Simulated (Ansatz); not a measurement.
**C2H8OSeSn: one species, many methods**

An exercise on one series of results from a longer session: the logs are not shown, and one member is left open.

Method: functionals in def2-TZVPP, the program's frozen cores in correlated methods; program: Ansatz 0.2.0, Gaussian basis.

Levels to be run: PBE-D4, r2SCAN-D4, PBE0-D4, B3LYP-D4, ωB97X-V, ωB97M-V, B2PLYP; CCSD(T)/def2-TZVPP; MP2/def2-QZVPP; extrapolation to the limit.

## The relaxed structure

All runs share one geometry, relaxed beforehand with PBE0-D4 in a triple-zeta def2 set. Sn takes the def2 core potential; no spin-orbit term is included.

SMILES `C[O][SnH2][Se]C`, 13 atoms, charge 0, spin multiplicity 1.

Atoms are counted from 1 here; the program's logs count them from 0.

Bond lengths: C1–O2 1.403 Å, C1–H6 1.100 Å, C1–H7 1.095 Å, C1–H8 1.099 Å, O2–Sn3 1.972 Å, Sn3–Se4 2.500 Å, Sn3–H9 1.706 Å, Sn3–H10 1.714 Å, Se4–C5 1.962 Å, C5–H11 1.088 Å, C5–H12 1.089 Å, C5–H13 1.087 Å. Angles: O2–C1–H6 112.9°, O2–C1–H7 108.4°, O2–C1–H8 112.3°, H6–C1–H7 107.6°, H6–C1–H8 107.8°, H7–C1–H8 107.7°, C1–O2–Sn3 119.5°, O2–Sn3–Se4 103.5°, O2–Sn3–H9 110.2°, O2–Sn3–H10 104.2°, Se4–Sn3–H9 110.6°, Se4–Sn3–H10 113.9°, H9–Sn3–H10 113.7°, Sn3–Se4–C5 95.5°, Se4–C5–H11 110.6°, Se4–C5–H12 106.0°, Se4–C5–H13 109.8°, H11–C5–H12 109.6° and more.

The first run:

File in.yaml:

```yaml
crystal:
  periodic: [false, false, false]
  atoms:
    - {symbol: C, position_ang: [0.646986, -1.669805, 1.431781]}
    - {symbol: O, position_ang: [-0.266574, -1.132736, 0.511947]}
    - {symbol: Sn, position_ang: [-0.993795, 0.676398, 0.808308]}
    - {symbol: Se, position_ang: [-1.592681, 1.448953, -1.492166]}
    - {symbol: C, position_ang: [0.160989, 1.061004, -2.281687]}
    - {symbol: H, position_ang: [1.453520, -0.968756, 1.693742]}
    - {symbol: H, position_ang: [1.110515, -2.553744, 0.982505]}
    - {symbol: H, position_ang: [0.161426, -1.986172, 2.365611]}
    - {symbol: H, position_ang: [-2.383002, 0.599110, 1.796135]}
    - {symbol: H, position_ang: [0.307126, 1.541655, 1.513874]}
    - {symbol: H, position_ang: [0.914203, 1.743940, -1.894151]}
    - {symbol: H, position_ang: [0.047640, 1.212796, -3.353785]}
    - {symbol: H, position_ang: [0.433647, 0.027349, -2.082113]}
basis:
  gaussian: {orbitals: def2-TZVPP}
hamiltonian: {xc: pbe, dispersion: d4}
output: {forces: true, orbitals: {seedname: orbitals}}
```

The run is started by

```bash
> ansatz run in.yaml --threads 2 --pin off --events-out ev --progress --plain --max-ram 22528MiB --backend cuda --devices 0, --max-vram 18GiB
```

Among the steps run: PBE-D4 (GGA); r2SCAN-D4 (meta-GGA); PBE0-D4 (hybrid); B3LYP-D4 (hybrid); ωB97X-V (range-separated); ωB97M-V (range-separated); B2PLYP (double hybrid); CCSD(T) in def2-TZVPP; MP2 in def2-QZVPP.

One table of the session follows, with a row left open; its other results are not shown here.

| method | atomisation energy (kcal/mol) |
| --- | --- |
| PBE-D4 | 1039.7 |
| r2SCAN-D4 | ? |
| PBE0-D4 | 1022.3 |
| B3LYP-D4 | 1023.2 |
| ωB97X-V | 1030.1 |
| ωB97M-V | 1024.0 |
| B2PLYP | 1010.8 |
| HF/def2-TZVPP | 729.3 |
| MP2/def2-TZVPP | 1008.4 |
| CCSD/def2-TZVPP | 987.4 |
| CCSD(T)/def2-TZVPP | 1003.3 |
| MP2/CBS | 1038.0 |
| CCSD(T)/CBS | 1032.9 |

**Question.** Estimate the row for r2SCAN-D4.

**Answer.** atomisation energy (kcal/mol): 1026.7. In the column «atomisation energy (kcal/mol)» it lies between ωB97M-V (1024.0) and ωB97X-V (1030.1).
